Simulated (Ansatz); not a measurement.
# CH₈GeSi (built from SMILES C[SiH2][GeH3]): search for a transition state

Wanted: the transition state of a extrusion of a silylene or germylene (form Si1–H3 and break Si1–Ge2, Ge2–H3). The guess is relaxed with those distances held, a saddle search follows, and vibrations and two downhill relaxations check it.

Method: PBE0-D4, def2-SVP first, then def2-TZVP; program: Ansatz 0.2.0, Gaussian basis.

114 further runs of the same task are left out: 114 set aside as unsound or not needed.

## (1) Starting geometry

The guess: 11 atoms, charge 0, spin multiplicity 1.

Atoms are counted from 1 here; the program's logs count them from 0.

Bond lengths: Si1–Ge2 2.424 Å, Si1–H6 1.470 Å, Si1–H7 1.472 Å, Si1–C8 1.891 Å, Ge2–H3 1.753 Å, Ge2–H4 1.538 Å, Ge2–H5 1.538 Å, C8–H9 1.086 Å, C8–H10 1.085 Å, C8–H11 1.085 Å. Angles: Ge2–Si1–H6 128.7°, Ge2–Si1–H7 99.9°, Ge2–Si1–C8 101.7°, H6–Si1–H7 105.1°, H6–Si1–C8 109.5°, H7–Si1–C8 111.3°, Si1–Ge2–H3 54.9°, Si1–Ge2–H4 115.7°, Si1–Ge2–H5 116.4°, H3–Ge2–H4 81.8°, H3–Ge2–H5 81.0°, H4–Ge2–H5 97.4°, Si1–C8–H9 111.5°, Si1–C8–H10 110.7°, Si1–C8–H11 111.1°, H9–C8–H10 107.8°, H9–C8–H11 107.8°, H10–C8–H11 107.8°.

Coordinates:

```xyz
11
charge 0, multiplicity 1
Si   -0.1780    0.4764    0.7794
Ge    1.1277    0.9395   -1.2093
H    -0.6219    0.9965   -1.1148
H     0.9192    2.3279   -1.8369
H     0.7922    0.1059   -2.4574
H    -1.4697    1.0488    1.1850
H     0.7753    0.9098    1.8144
C    -0.3141   -1.4091    0.7179
H     0.6354   -1.8676    0.4579
H    -0.6194   -1.8030    1.6815
H    -1.0467   -1.7250   -0.0178
```

Distances that are to change: Si1–H3 2.01 Å, Si1–Ge2 2.42 Å, Ge2–H3 1.75 Å.

## (2) Relaxing the guess with the reacting distances held

hold/in.yaml

```yaml
crystal:
  periodic: [false, false, false]
  atoms:
    - {symbol: Si, position_ang: [-0.178000, 0.476400, 0.779400]}
    - {symbol: Ge, position_ang: [1.127700, 0.939500, -1.209300]}
    - {symbol: H, position_ang: [-0.621900, 0.996500, -1.114800]}
    - {symbol: H, position_ang: [0.919200, 2.327900, -1.836900]}
    - {symbol: H, position_ang: [0.792200, 0.105900, -2.457400]}
    - {symbol: H, position_ang: [-1.469700, 1.048800, 1.185000]}
    - {symbol: H, position_ang: [0.775300, 0.909800, 1.814400]}
    - {symbol: C, position_ang: [-0.314100, -1.409100, 0.717900]}
    - {symbol: H, position_ang: [0.635400, -1.867600, 0.457900]}
    - {symbol: H, position_ang: [-0.619400, -1.803000, 1.681500]}
    - {symbol: H, position_ang: [-1.046700, -1.725000, -0.017800]}
basis:
  gaussian: {orbitals: def2-SVP}
hamiltonian: {xc: pbe0, dispersion: d4}
relax: {f_tol: 0.04, max_steps: 150, escape_saddle: false, constraints: [{distance: [0, 2]}, {distance: [0, 1]}, {distance: [1, 2]}]}
```

Launch:

```console
$ ansatz run in.yaml --threads 4 --pin off --events-out ev --progress --plain --max-ram 9574MiB
```

After this run come: Force constants to start from; Saddle search in the small basis; Saddle search in triple zeta; Checking the order of the point; Relaxing after a step of 0.30 Å one way along the mode; Relaxing after a step of 0.30 Å the other way along the mode.

Before running it: what results should come out? Wanted: imaginary mode; barrier from the start side; barrier from the end side; energy of the step; pairs that change; zero-point energy at the saddle.

The runs gave:

```
                       quantity                                           value
                 imaginary mode                                       426i cm⁻¹
    barrier from the start side                                    151.7 kJ/mol
      barrier from the end side                                     11.2 kJ/mol
             energy of the step                                   +140.5 kJ/mol
              pairs that change  Si1–H3 formed, Si1–Ge2 loosened, Ge2–H3 broken
zero-point energy at the saddle                                        2.031 eV
```

One imaginary mode, 426i cm⁻¹, makes this a first-order saddle. Going downhill both ways gives the intended start and end. A bond meant to break is only loosened at the end: the products stay bound as an adduct. At PBE0-D4/def2-TZVP the electronic barrier is 151.7 kJ/mol, about 61 kT at 298 K, and the step runs 140.5 kJ/mol uphill. A step off the saddle overshot and began above it in energy, so the link to its end is likely but not proven. Lower complexes than these ends may exist.
